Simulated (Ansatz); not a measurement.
# Cl3GeH3OS: the cost of one run

All numbers below are computed with Ansatz 0.2.0 (RKS PBE-D4/def2-SVP).

**1. Starting point**

Bond lengths: Ge1–O2 2.120 Å, O2–H3 1.010 Å, Ge1–Cl4 2.220 Å, Ge1–Cl5 2.218 Å, Ge1–Cl6 2.218 Å, Ge1–S7 2.550 Å, S7–H8 1.400 Å, S7–H9 1.629 Å. Angles: Ge1–O2–H3 109.5°, O2–Ge1–Cl4 109.5°, O2–Ge1–Cl5 109.5°, O2–Ge1–Cl6 109.5°, O2–Ge1–S7 71.6°, Cl4–Ge1–Cl5 109.5°, Cl4–Ge1–Cl6 109.5°, Cl4–Ge1–S7 67.2°, Cl5–Ge1–Cl6 109.5°, Cl5–Ge1–S7 176.6°, Cl6–Ge1–S7 72.8°, Ge1–S7–H8 109.5°, Ge1–S7–H9 62.9°, H8–S7–H9 109.2°.

Coordinates:

```xyz
9

Ge    0.0000    0.0000    0.0000
O     0.0000    0.0000    2.1200
H    -0.9095   -0.2814    2.4571
Cl    2.0935    0.0000   -0.7393
Cl   -1.0456    1.8115   -0.7393
Cl   -1.0456   -1.8115   -0.7393
S     1.3309   -2.0210    0.8041
H     0.5459   -3.1743    0.6869
H     0.6921   -1.0511    1.9464
```

**2. Pulling towards end A**

Springs on the bonds that form and break draw the guess towards this end; the thresholds are loose.

Input file input.yaml:

```yaml
crystal:
  periodic: [false, false, false]
  atoms:
    - { symbol: Ge, position_ang: [0.0, 0.0, 0.0] }
    - { symbol: O, position_ang: [0.0, 0.0, 2.12] }
    - { symbol: H, position_ang: [-0.9095, -0.2814, 2.4571] }
    - { symbol: Cl, position_ang: [2.0935, 0.0, -0.7393] }
    - { symbol: Cl, position_ang: [-1.0456, 1.8115, -0.7393] }
    - { symbol: Cl, position_ang: [-1.0456, -1.8115, -0.7393] }
    - { symbol: S, position_ang: [1.3309, -2.021, 0.8041] }
    - { symbol: H, position_ang: [0.5459, -3.1743, 0.6869] }
    - { symbol: H, position_ang: [0.6921, -1.0511, 1.9464] }
basis:
  gaussian: { orbitals: def2-SVP }
hamiltonian:
  xc: pbe
  dispersion: d4
relax:
  f_tol: 0.15
  max_steps: 25
  restrain:
    - { distance: [0, 6], at: 3.45, k: 30.0 }
    - { distance: [8, 1], at: 2.21, k: 30.0 }
    - { distance: [0, 1], at: 1.77, k: 30.0 }
    - { distance: [8, 6], at: 1.4, k: 30.0 }
```

The run is started by

```
$ ansatz run input.yaml --threads 4 --pin off --max-ram 5120MiB --backend cpu --events-out ev --progress --plain --runs-dir out
```

**Question.** How long does this run take on 4 threads of Arm Neoverse V1, shared host, and how much memory does it need?

About 34 s, with a peak of 0.23 GiB.
